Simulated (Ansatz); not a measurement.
C2H4Ge, SMILES C#[C][GeH3]: a ladder of basis sets, run with the Python package of Ansatz (0.2.0).

`basis.py`
```python
"""How the energy of C2H4Ge converges with the basis."""

import ansatz
from ase import Atoms

XC = "hf"

atoms = Atoms(["C", "C", "Ge", "H", "H", "H", "H"], positions=[
    (-0.8049, -1.873, 0.1386),
    (-0.3507, -0.74, 0.0479),
    (0.416, 0.9785, -0.0876),
    (-1.2239, -2.7753, 0.1916),
    (0.1328, 1.588, -1.4768),
    (-0.1189, 1.9056, 1.0418),
    (2.0108, 0.8481, 0.0987),
])
mol = ansatz.Crystal.molecule_from_ase(atoms)

job = mol.calculation().functional(XC)

energies = {}
for basis in ["cc-pVDZ", "cc-pVTZ"]:
    r = job.basis(gaussian=basis).run().report
    size = r["n_frozen"] + r["n_occupied"][0] + r["n_virtual"][0]
    energies[basis] = (r["reference_energy_ev"] / 27.211386246, r["free_energy_ev"] / 27.211386246)
    print(f"{basis:14s} {size:4d} orbitals  reference {energies[basis][0]:14.6f} Ha  total {energies[basis][1]:14.6f} Ha")

last = energies["cc-pVTZ"][1]
for basis, (_, total) in energies.items():
    print(f"{basis:14s} lies {27.211386 * (total - last):9.4f} eV above cc-pVTZ")
```

How far does the total energy move along this ladder of basis sets?

Against cc-pVDZ: cc-pVTZ -97.2 mHa. The last step alone is -97.21 mHa. From the first set to the last the time grows from 0.9 to 2.7 s.

The output:

```console
$ python basis.py
cc-pVDZ          75 orbitals  reference   -2153.322456 Ha  total   -2153.322456 Ha
cc-pVTZ         159 orbitals  reference   -2153.419662 Ha  total   -2153.419662 Ha
cc-pVDZ        lies    2.6451 eV above cc-pVTZ
cc-pVTZ        lies    0.0000 eV above cc-pVTZ
```

Notes:
- The drop along the ladder measures the basis error, and is no property of the molecule.
- The geometry is a force-field or estimated start, not a minimum of this method, and the last set is no limit. Much of the fall in a total is atomic energy, which cancels in bond and reaction energies.
- Hardware and time: 4.2 s on 1 thread of Arm Neoverse V1, on a shared host, peak memory 0.38 GiB.
